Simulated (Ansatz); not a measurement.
Below is the output of a Python script on the Python package of Ansatz (0.2.0) that makes a convergence test of the plane-wave cutoff of Cu, space group I4/mmm. Write a script that gives it. Settings (first run): PBEsol, PAW, cutoff 250 eV, 11×11×11 k-points, Fermi-Dirac smearing of 0.15 eV. The script varies cutoff (eV): 250, 325, 400, 475.

`cu.cif`
```cif
data_Cu
_cell_length_a 2.461078
_cell_length_b 2.461078
_cell_length_c 2.461078
_cell_angle_alpha 108.21810
_cell_angle_beta 108.21810
_cell_angle_gamma 112.00763
_symmetry_space_group_name_H-M 'P 1'
_symmetry_Int_Tables_number 1
loop_
_symmetry_equiv_pos_as_xyz
'x, y, z'
loop_
_atom_site_label
_atom_site_type_symbol
_atom_site_fract_x
_atom_site_fract_y
_atom_site_fract_z
Cu1 Cu    0.000000    0.000000    0.000000
```

```console
$ python ecut_cu.py
 cutoff (eV)  F/atom (eV)  iterations  plane waves
         250  -6586.21771           6           87
         325  -6588.67462           6          141
         400  -6588.74995           6          201
         475  -6588.75240           6          281
250: +2534.69 meV/atom
325: +77.78 meV/atom
400: +2.46 meV/atom  (within 5 meV)
```

One script that gives this output:

Script `ecut_cu.py`:
```python
'''Convergence of Cu with the plane-wave cutoff.'''

from dataclasses import dataclass
import warnings

import ansatz as az
from ase.io import read
import pandas as pd


@dataclass
class Settings:
    filling: str = 'fermi_dirac'
    sigma: float = 0.15
    mesh: tuple[int, ...] = (11, 11, 11)
    xc: str = 'pbesol'


opts = Settings()


def main() -> None:
    warnings.simplefilter('ignore', az.DeckWarning)

    atoms = read('cu.cif')
    structure = az.Crystal.from_ase(atoms)

    calc = structure.calculation()
    calc = calc.occupations(opts.filling, width=opts.sigma)
    calc = calc.kpoints(mesh=opts.mesh)
    calc = calc.functional(opts.xc)

    rows = []
    for value in [250, 325, 400, 475]:
        r = calc.basis(value).run().report
        rows.append((value, r['free_energy_ev'] / len(r['lattice']['sites']), r['n_iterations'], r['n_pw']))

    table = pd.DataFrame(rows, columns=['cutoff (eV)', 'F/atom (eV)', 'iterations', 'plane waves'])
    print(table.round(5).to_string(index=False))

    # the last row is the reference
    for row in rows[:-1]:
        shift = 1000 * (row[1] - rows[-1][1])
        print(f'{row[0]}: {shift:+.2f} meV/atom' + ('  (within 5 meV)' if abs(shift) < 5 else ''))


if __name__ == '__main__':
    main()
```

From 400 eV on it stays within 5 meV an atom of the value at 475 eV; the first row (250 eV) is off by 2534.7 meV and the last but one by 2.46 meV. The energy falls steadily, as expected when plane waves are added.

Reading the output:
- No spin polarisation was allowed.
- The mesh is modest for a metal, so energies can be off by several to tens of meV an atom and pressures by half a GPa or more; differences at equal mesh fare better.
- The smearing is wide enough that free energy and stress hold a thermal part of the electrons.
- This isn't the structure that Cu takes at ambient conditions.
- Shifts are counted from the last row, which is itself no proven limit.
- The script silences the warnings on its input, which a real study should read.
- Hardware and time: 3.1 s on 1 thread of Intel(R) Xeon(R) 6975P-C (Granite Rapids), on a shared host, peak memory 0.45 GiB.

(Lines on the test bed's own set-up are left out of the output.)
